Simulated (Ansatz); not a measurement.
# C₂H₆FNSi: one species, many methods

How much do the methods differ for C₂H₆FNSi? The plan is to run it at one geometry with functionals of several rungs and with coupled cluster. The yardstick is the atomisation energy at the CCSD(T) limit.

The runs use Ansatz 0.2.0, Gaussian basis; functionals in def2-TZVPP, the program's frozen cores in correlated methods.

Plan: LDA (SPW92), PBE-D4, revPBE-D4, BLYP-D4, r2SCAN-D4, B97M-V, PBE0-D4, B3LYP-D4, r2SCANh-D4, r2SCAN0-D4, HSE06-D4, BHLYP-D4, CAM-B3LYP-D4, LC-ωPBE, ωB97X-V, ωB97M-V, B2PLYP, PBE-QIDH; CCSD(T)/def2-SVP; CCSD(T)/def2-TZVPP; MP2/def2-QZVPP; extrapolation to the limit; RPA on PBE.

## 1. The relaxed structure

The geometry comes from an earlier relaxation with PBE0-D4 in a triple-zeta def2 set; it is a stationary point, not always the lowest conformer.

SMILES `C[C@@H]1N[Si@@H]1F`, 11 atoms, charge 0, spin multiplicity 1.

Atoms are counted from 1 here; the program's logs count them from 0.

Bond lengths: C1–C2 1.505 Å, C1–H6 1.095 Å, C1–H7 1.091 Å, C1–H8 1.093 Å, C2–N3 1.513 Å, C2–Si4 1.822 Å, C2–H9 1.093 Å, N3–Si4 1.682 Å, N3–H10 1.007 Å, Si4–F5 1.590 Å, Si4–H11 1.475 Å. Angles: C2–C1–H6 111.0°, C2–C1–H7 111.2°, C2–C1–H8 110.5°, H6–C1–H7 107.8°, H6–C1–H8 108.0°, H7–C1–H8 108.2°, C1–C2–N3 115.6°, C1–C2–Si4 127.2°, C1–C2–H9 113.0°, N3–C2–Si4 59.7°, N3–C2–H9 114.3°, Si4–C2–H9 115.5°, C2–N3–Si4 69.3°, C2–N3–H10 120.3°, Si4–N3–H10 134.9°, C2–Si4–N3 51.0°, C2–Si4–F5 124.0°, C2–Si4–H11 124.5° and more.

As a file:

```
C    -1.1445    0.4801    0.8676
C     0.0365   -0.3301    0.4063
N     1.2207    0.4681   -0.0933
Si    0.6287   -0.5382   -1.3044
F    -0.0481    0.1491   -2.5681
H    -0.9325    0.9740    1.8217
H    -1.3999    1.2533    0.1408
H    -2.0188   -0.1613    1.0065
H     0.2977   -1.1369    1.0967
H     2.0705    0.5074    0.4450
H     1.3551   -1.7225   -1.7981
```

## 2. LDA

This LDA is Slater exchange with PW92 correlation.

Input file in.yaml:

```yaml
crystal:
  periodic: [false, false, false]
  atoms:
    - {symbol: C, position_ang: [-1.144523, 0.480075, 0.867641]}
    - {symbol: C, position_ang: [0.036496, -0.330138, 0.406280]}
    - {symbol: N, position_ang: [1.220740, 0.468144, -0.093342]}
    - {symbol: Si, position_ang: [0.628656, -0.538156, -1.304368]}
    - {symbol: F, position_ang: [-0.048107, 0.149051, -2.568063]}
    - {symbol: H, position_ang: [-0.932522, 0.973997, 1.821688]}
    - {symbol: H, position_ang: [-1.399867, 1.253277, 0.140797]}
    - {symbol: H, position_ang: [-2.018839, -0.161320, 1.006452]}
    - {symbol: H, position_ang: [0.297689, -1.136859, 1.096706]}
    - {symbol: H, position_ang: [2.070480, 0.507447, 0.444967]}
    - {symbol: H, position_ang: [1.355096, -1.722517, -1.798059]}
basis:
  gaussian: {orbitals: def2-TZVPP}
hamiltonian: {xc: lda}
output: {orbitals: {seedname: orbitals}}
```

On the command line:

```console
$ ansatz run in.yaml --threads 4 --pin off --events-out ev --progress --plain --max-ram 10444MiB
```

After this run come: PBE-D4 (GGA); revPBE-D4 (GGA); BLYP-D4 (GGA); r2SCAN-D4 (meta-GGA); B97M-V (meta-GGA); PBE0-D4 (hybrid); B3LYP-D4 (hybrid); r2SCANh-D4 (hybrid); r2SCAN0-D4 (hybrid); HSE06-D4 (hybrid); BHLYP-D4 (hybrid); CAM-B3LYP-D4 (range-separated); LC-ωPBE (range-separated); ωB97X-V (range-separated); ωB97M-V (range-separated); B2PLYP (double hybrid); PBE-QIDH (double hybrid); CCSD(T) in def2-SVP; CCSD(T) in def2-TZVPP; MP2 in def2-QZVPP; RPA on PBE orbitals.

Q: Predict the results of all the runs planned. Wanted: atomisation energy, CCSD(T)/CBS; farthest beyond LDA; mean size of error, GGA; mean size of error, meta-GGA; mean size of error, hybrid; mean size of error, range-separated; mean size of error, double hybrid; gap, smallest and largest; T1 diagnostic.

**Answer**, as computed:

| quantity | value |
| --- | --- |
| atomisation energy, CCSD(T)/CBS | 4191.5 kJ/mol |
| functionals within 21.0 kJ/mol (0.5 %) | BLYP-D4, r2SCAN-D4, B97M-V, PBE0-D4, B3LYP-D4, HSE06-D4, LC-ωPBE, ωB97X-V, ωB97M-V |
| farthest beyond LDA | BHLYP-D4 (-131.5 kJ/mol) |
| mean size of error, GGA | 37.4 kJ/mol |
| mean size of error, meta-GGA | 4.4 kJ/mol |
| mean size of error, hybrid | 39.9 kJ/mol |
| mean size of error, range-separated | 13.7 kJ/mol |
| mean size of error, double hybrid | 37.7 kJ/mol |
| gap, smallest and largest | 5.37 eV (BLYP-D4), 12.44 eV (LC-ωPBE) |
| T1 diagnostic | 0.0117 |
| triples share of the correlation energy | 3.7 % |

In words: LDA overbinds by 617.6 kJ/mol (15 %). PBE-D4 misses by +85.7 kJ/mol. Double hybrids carry the basis error of their MP2 part in triple zeta, and no dispersion term here, so their miss is partly the set-up's. The rungs meta-GGA, range-separated miss on average by less than the doubt on the reference (21.0 kJ/mol), so they tie. Misses under about 21.0 kJ/mol are within the doubt on the reference itself, which lacks core-valence correlation, relativity and higher excitations. Hartree-Fock recovers 72 % of the binding; the rest is correlation. CCSD(T) in def2-SVP is off by -279.7 kJ/mol, so the small basis spoils what the method gains. The gap grows from 5.4 to 12.4 eV across the functionals, mostly with the share of exact exchange.
